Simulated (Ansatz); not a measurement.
**CH₃ClMgO: taking an electron away**

The task here is to estimate one member of a computed series from the others.

Program: Ansatz 0.2.0, Gaussian basis. Level of theory: unrestricted cation, the program's frozen cores in correlated methods. These are calculated values, not measurements.

Levels to be run: UKS PBE-D4/def2-TZVPP; UKS r2SCAN-D4/def2-TZVPP; UKS PBE0-D4/def2-TZVPP; UKS B3LYP-D4/def2-TZVPP; UKS wB97X-V/def2-TZVPP; UKS wB97M-V/def2-TZVPP; UKS B2PLYP/def2-TZVPP; UHF-CCSD(T)/def2-TZVPP; UHF-MP2/def2-QZVPP; extrapolation to the limit; then −ε(HOMO) from the neutral's earlier runs with LDA (SPW92), PBE-D4, revPBE-D4, BLYP-D4, r2SCAN-D4, B97M-V, PBE0-D4, B3LYP-D4, r2SCANh-D4, r2SCAN0-D4, HSE06-D4, BHLYP-D4, CAM-B3LYP-D4, LC-ωPBE, ωB97X-V, ωB97M-V.

### The relaxed structure

The geometry comes from an earlier relaxation with PBE0-D4 in a triple-zeta def2 set; it is a stationary point, not always the lowest conformer.

SMILES `C[O][Mg][Cl]`, 7 atoms, charge 0, spin multiplicity 1.

Atoms are counted from 1 here; the program's logs count them from 0.

Bond lengths: C1–O2 1.378 Å, C1–H5 1.099 Å, C1–H6 1.099 Å, C1–H7 1.099 Å, O2–Mg3 1.749 Å, Mg3–Cl4 2.176 Å. Angles: O2–C1–H5 111.6°, O2–C1–H6 111.6°, O2–C1–H7 111.6°, H5–C1–H6 107.2°, H5–C1–H7 107.2°, H6–C1–H7 107.2°, C1–O2–Mg3 179.8°, O2–Mg3–Cl4 180.0°.

The first run:

in.yaml reads:

```yaml
crystal:
  periodic: [false, false, false]
  atoms:
    - {symbol: C, position_ang: [0.659146, 1.022647, 0.127955]}
    - {symbol: O, position_ang: [-0.073749, -0.134223, -0.024461]}
    - {symbol: Mg, position_ang: [-0.998381, -1.606303, -0.215055]}
    - {symbol: Cl, position_ang: [-2.149151, -3.437917, -0.452319]}
    - {symbol: H, position_ang: [0.813984, 1.533335, -0.832625]}
    - {symbol: H, position_ang: [0.157342, 1.734498, 0.797996]}
    - {symbol: H, position_ang: [1.652109, 0.820063, 0.552808]}
basis:
  gaussian: {orbitals: def2-TZVPP}
total_charge: 1
magnetization: {spin_polarized: true, initial_magnetization: 1}
hamiltonian: {xc: pbe, dispersion: d4}
```

Run with:

```console
> ansatz run in.yaml --threads 4 --pin off --events-out ev --progress --plain --max-ram 10444MiB
```

Among the steps run: Cation, UKS PBE-D4/def2-TZVPP; Cation, UKS r2SCAN-D4/def2-TZVPP; Cation, UKS PBE0-D4/def2-TZVPP; Cation, UKS B3LYP-D4/def2-TZVPP; Cation, UKS wB97X-V/def2-TZVPP; Cation, UKS wB97M-V/def2-TZVPP; Cation, UKS B2PLYP (frozen core)/def2-TZVPP; Cation, UHF-CCSD(T)/def2-TZVPP; Cation, UHF-MP2/def2-QZVPP.

One table of the session follows, with a row left open; its other results are not shown here.

It belongs to the step «Ionisation energies side by side». For comparison, −ε(HOMO) of the neutral from earlier runs:

```
  functional  −ε(HOMO) (eV)
 LDA (SPW92)           6.11
      PBE-D4           5.95
   revPBE-D4           5.87
     BLYP-D4           5.88
   r2SCAN-D4           6.23
      B97M-V           6.32
     PBE0-D4           7.44
    B3LYP-D4           7.23
  r2SCANh-D4              ?
  r2SCAN0-D4           7.66
    HSE06-D4           7.04
    BHLYP-D4           8.93
CAM-B3LYP-D4           8.95
     LC-ωPBE          10.29
     ωB97X-V           9.96
     ωB97M-V           9.89
```

**Question.** Estimate the row for r2SCANh-D4.

Worked estimate for «−ε(HOMO) (eV)». Against the share of exact exchange, r2SCAN-D4 (0, 6.23), r2SCAN0-D4 (0.25, 7.66) give a slope of 5.72 per unit share; at 0.1 the line stands at 6.80.

**Answer.** −ε(HOMO) (eV): 6.80. In «−ε(HOMO) (eV)» the line misses by 0.00.

To keep in mind: The cation may have settled in a state other than its lowest; no search over hole states beyond the program's own was made.
